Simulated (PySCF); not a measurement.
# Cl4Yb ([YbCl4]-): the cost of one run

Programs: PySCF 2.14.0, with routines of our own; each step states its level. All values are computed. Atoms count from 0.

## (1) The system as given

5 atoms, charge -1, states of the metal's open shell are computed; geometry from: model geometry, bond lengths from ionic radii.

## (2) Ligand-field states: state-averaged CASSCF

Job settings and geometry (Å):

```
{"job": {"kind": "lf", "basis": {"metal": "x2c-TZVPall", "ligand": "x2c-SVPall"}, "nevpt": true}, "charge": -1, "metal": "Yb", "open_shell": "f13"}
Yb     0.000000     0.000000     0.000000
Cl     1.419127     1.419127     1.419127
Cl    -1.419127    -1.419127     1.419127
Cl    -1.419127     1.419127    -1.419127
Cl     1.419127    -1.419127    -1.419127
```

Level: state-averaged CASSCF of the metal f shell, SC-NEVPT2 on the averaged canonical orbitals, state-interaction spin-orbit coupling.

Run with:

```sh
$ OMP_NUM_THREADS=1 python lf_run.py task.json out
```

One launch serves the whole session: the jobs run in the order shown.

**Question.** How long does this first job take on 1 thread of Arm Neoverse V1, shared host, and how much memory does it need?

About 41 s, with a peak of 0.53 GiB.
